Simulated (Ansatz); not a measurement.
# Molecular dynamics of CeIn$_{5}$Rh

Input file:

```yaml
accuracy: low
crystal:
  lattice:
    - [-4.847072, -4.847072, 0.0]
    - [4.847072, -4.847072, 0.0]
    - [0.0, 0.0, 7.779507]
  atoms:
    - { symbol: Ce, position: [0.5, 0.5, 0.0] }
    - { symbol: In, position: [0.0, 0.5, 0.0] }
    - { symbol: In, position: [0.25, 0.75, 0.6951826] }
    - { symbol: In, position: [0.25, 0.25, 0.3048175] }
    - { symbol: In, position: [0.25, 0.75, 0.3048175] }
    - { symbol: In, position: [0.25, 0.25, 0.6951826] }
    - { symbol: Rh, position: [0.5, 0.5, 0.5] }
    - { symbol: Ce, position: [0.0, 0.0, 0.0] }
    - { symbol: In, position: [0.5, 0.0, 0.0] }
    - { symbol: In, position: [0.75, 0.25, 0.6951826] }
    - { symbol: In, position: [0.75, 0.75, 0.3048175] }
    - { symbol: In, position: [0.75, 0.25, 0.3048175] }
    - { symbol: In, position: [0.75, 0.75, 0.6951826] }
    - { symbol: Rh, position: [0.0, 0.0, 0.5] }
basis:
  ecutwfc: 420.0
kpoints:
  mp_grid: { grid: [2, 2, 2] }
hamiltonian:
  xc: lda
scf:
  occupations: { method: fermi_dirac, width: 0.3 }
  lower_state_search: "off"
md:
  timestep: 2.25
  n_steps: 250
  ensemble: nvt_langevin
  temperature: 3500.0
  initial_velocities: maxwell_boltzmann
  seed: 657572
  friction: 0.02
```

Command:

```bash
$ ansatz run input.yaml --threads 2 --pin off --max-ram 5120MiB --backend cpu --events-out ev --progress --plain --runs-dir out
```

It starts from an unrelaxed structure (largest force component 0.27 eV/Å).

Output, in part (step lines):

```
md step     0: t =     0.00 fs  T =  3250.0 K  F+E_penalty+E_count = -79931.22131647 eV  E_kin = 5.881330 eV  (11 SCF iters)
md step     1: t =     2.25 fs  T =  2996.0 K  F+E_penalty+E_count = -79931.23198524 eV  E_kin = 5.421609 eV  (7 SCF iters)
md step     2: t =     4.50 fs  T =  3002.0 K  F+E_penalty+E_count = -79931.22531637 eV  E_kin = 5.432520 eV  (7 SCF iters)
md step     3: t =     6.75 fs  T =  3111.9 K  F+E_penalty+E_count = -79931.20257446 eV  E_kin = 5.631473 eV  (7 SCF iters)
md step     4: t =     9.00 fs  T =  2898.9 K  F+E_penalty+E_count = -79931.16613886 eV  E_kin = 5.245996 eV  (7 SCF iters)
md step     5: t =    11.25 fs  T =  3178.5 K  F+E_penalty+E_count = -79931.11581499 eV  E_kin = 5.751875 eV  (6 SCF iters)
md step     6: t =    13.50 fs  T =  3165.3 K  F+E_penalty+E_count = -79931.05160906 eV  E_kin = 5.728141 eV  (6 SCF iters)
md step     7: t =    15.75 fs  T =  3091.3 K  F+E_penalty+E_count = -79930.97435217 eV  E_kin = 5.594136 eV  (6 SCF iters)
[... lines left out ...]
md step   249: t =   560.25 fs  T =  3767.1 K  F+E_penalty+E_count = -79923.86024256 eV  E_kin = 6.817162 eV  (7 SCF iters)
md step   250: t =   562.50 fs  T =  3657.6 K  F+E_penalty+E_count = -79923.89332189 eV  E_kin = 6.618895 eV  (9 SCF iters)
```

The steps, from the saved trajectory:

```tsv
time (fs)	T (K)	potential energy less start (eV)
0	3250	0.000
18	2776	0.332
36	2628	1.218
54	2777	1.829
72	2392	2.169
90	2588	2.489
108	1999	2.976
126	2955	3.305
144	2894	4.148
162	2079	4.486
180	3291	4.515
198	3537	4.622
216	3901	5.313
234	3596	5.817
252	3871	4.777
270	5044	4.029
288	4806	4.930
306	3540	6.234
324	4241	6.062
342	2593	6.440
360	3183	5.788
378	3482	5.530
396	2888	6.495
414	2416	6.777
432	3009	6.074
450	3213	5.882
468	3266	6.272
486	3542	6.027
504	4020	6.103
522	4743	6.520
540	3572	7.498
558	3030	7.423
```

The run went to its last step. A run of 0.56 ps of so small a system gives no equilibrium averages. Limits of this set-up: coarse k mesh, magnetic elements without spin, low accuracy level.

Mean squared displacements from the first frame to the last, about the centre of mass: Ce 0.34 Å², In 0.98 Å², Rh 0.48 Å².

Last frame:

```xyz
14
Lattice="-4.8471 -4.8471 0.0000 4.8471 -4.8471 0.0000 0.0000 0.0000 7.7795" Properties=species:S:1:pos:R:3
Ce 0.058 -4.509 -0.336
In 2.520 -1.599 0.382
In 2.982 -6.325 5.340
In -0.527 -2.588 1.893
In 1.896 -4.475 2.783
In 1.356 -2.171 4.992
Rh -0.399 -5.376 3.929
Ce -0.548 0.543 -0.283
In -2.833 -1.558 0.840
In -2.035 -4.019 5.550
In -0.256 -6.803 1.839
In -2.784 -4.785 2.979
In 0.366 -7.134 5.387
Rh -0.159 -0.026 4.427
```

Run time: 14 min on 2 threads of AMD EPYC 9R45 96-Core Processor (Zen 5), on a shared host, peak memory 1.2 GiB.
